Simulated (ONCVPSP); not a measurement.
# F: generating and testing an ONCV potential

Aim: build the potential from the settings below, then test how well it stands in for the atom: other configurations, scattering, ghost states and the plane-wave cutoff that it needs.

The numbers are computed with ONCVPSP 4.0.1 (PBE, scalar-relativistic, spin-unpolarised reference atom).

## Step 1: The atom and the settings

Typed settings, in words:

| Property | Result |
| --- | --- |
| element | fluorine (F, Z = 9) |
| type | optimised norm-conserving Vanderbilt (ONCV) |
| frozen core | [He] |
| valence charge | 7 |
| reference configuration | 2s2 2p4.5 (charge +0.5) |
| partial waves | 2s: rc 0.70 bohr, ncon 3, nbas 7, qcut 11.5 1/bohr, 2 projectors, debl 1.6 Ha; 2p: rc 1.20 bohr, ncon 4, nbas 8, qcut 7.6 1/bohr, 1 projector |
| local potential | polynomial inside 0.45 bohr (lpopt 5, dvloc0 -1 Ha) |
| core correction | Teter function, fcfact 3.75, rcfact 1.8 |

## Step 2: Generating the potential

The input, F.dat:

```
# ATOM AND REFERENCE CONFIGURATION
# atsym  z   nc   nv     iexc    psfile
  F 9.00    1    2        4      upf
#
#   n    l    f
    1    0    2.00
    2    0    2.00
    2    1    4.50
#
# PSEUDOPOTENTIAL AND OPTIMIZATION
# lmax
    1
#
#   l,   rc,      ep,       ncon, nbas, qcut
    0    0.70    0.00    3    7   11.50
    1    1.20    0.00    4    8    7.60
#
# LOCAL POTENTIAL
# lloc, lpopt,  rc(5),   dvloc0
    4    5    0.45   -1.00
#
# VANDERBILT-KLEINMAN-BYLANDER PROJECTORs
# l, nproj, debl
    0    2    1.60
    1    1    3.50
#
# MODEL CORE CHARGE
# icmod, fcfact, rcfact
    3    3.75    1.80
#
# LOG DERIVATIVE ANALYSIS
# epsh1, epsh2, depsh
   -3.00    5.00    0.02
#
# OUTPUT GRID
# rlmax, drl
    6.00    0.01
#
# TEST CONFIGURATIONS
# ncnf
    4
# nvcnf
#   n    l    f
    2
    2    0    2.00
    2    1    5.00
#
    2
    2    0    2.00
    2    1    4.00
#
    2
    2    0    2.00
    2    1    3.00
#
    2
    2    0    1.00
    2    1    6.00
#
```

The run is started by

```console
$ oncvpsp.x < F.dat > F.out
```

Before running it: what results should come out? Wanted: cutoffs for 1 and 0.1 mHa per electron, occupied waves; bound ghosts; GHOST(+) flags; largest test error; largest phase difference near zero energy, channels read; rms error of d²Exc/dn², without and with the model core.

As calculated:

| quantity | value |
| --- | --- |
| cutoffs for 1 and 0.1 mHa per electron, occupied waves | 79 Ha and 140 Ha |
| bound ghosts | none found |
| GHOST(+) flags | none at low energy |
| largest test error (AE − PS) | +134 meV, for 2s2 2p3 |
| largest phase difference near zero energy, channels read | 0.006 rad |
| rms error of d²Exc/dn², without and with the model core | 2.05 and 2.16 mHa |

In words: The worst unpolarised test, 2s2 2p3, is off by 134 meV on 50.2 eV; by total energies transferability rates as fair for so large an energy. That test lies far up in energy; among those under 40 eV, nearer to bonding, the largest error is 51 meV. It counts as very hard, with 79 Ha needed at the looser tolerance. At the looser tolerance the 2p wave is the slowest; 2s needs 54 Ha. The program's ghost test flags no bound state. Near zero energy the phases of the channels with partial waves agree within 0.006 rad.
